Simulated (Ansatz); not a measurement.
# AuBr: basis-set convergence

How large a basis does AuBr need? Two functionals are run in growing sets.

Program: Ansatz 0.2.0, Gaussian basis. Level of theory: one geometry, several basis sets. These are calculated values, not measurements.

Levels to be run: PBE0-D4/def2-SVP; ωB97M-V/def2-SVP; PBE0-D4/def2-QZVPP; ωB97M-V/def2-QZVPP; the functionals' def2-TZVPP values are taken from earlier runs.

## 1. The relaxed structure

An earlier PBE0-D4 in a triple-zeta def2 set relaxation fixed the geometry. Au takes the def2 core potential; no spin-orbit term is included.

SMILES `[Br][Au]`, 2 atoms, charge 0, spin multiplicity 1.

Atoms are counted from 1 here; the program's logs count them from 0.

Bond lengths: Br1–Au2 2.350 Å.

## 2. PBE0-D4 in def2-SVP

in.yaml reads:

```yaml
crystal:
  periodic: [false, false, false]
  atoms:
    - {symbol: Br, position_ang: [1.015055, -0.384913, 0.506299]}
    - {symbol: Au, position_ang: [-0.985655, 0.324713, -0.502199]}
basis:
  gaussian: {orbitals: def2-SVP}
hamiltonian: {xc: pbe0, dispersion: d4}
output: {orbitals: {seedname: orbitals}}
```

Run with:

```sh
> ansatz run in.yaml --threads 2 --pin off --events-out ev --progress --plain --max-ram 32768MiB --backend cpu
```

Further steps of the session: ωB97M-V in def2-SVP; PBE0-D4 in def2-QZVPP; ωB97M-V in def2-QZVPP.

Before running them: what should the planned runs give, taken together? Wanted: PBE0-D4: double and triple zeta above quadruple; ωB97M-V: double and triple zeta above quadruple.

As calculated:

| quantity | value |
| --- | --- |
| PBE0-D4: double and triple zeta above quadruple | 10.23, 1.49 eV |
| ωB97M-V: double and triple zeta above quadruple | 10.14, 1.44 eV |

In words: PBE0-D4 gains 8.74 eV from double to triple zeta, then 1.49 eV more. These are total energies; as a rule much of such shifts cancels in differences, which this series doesn't test.
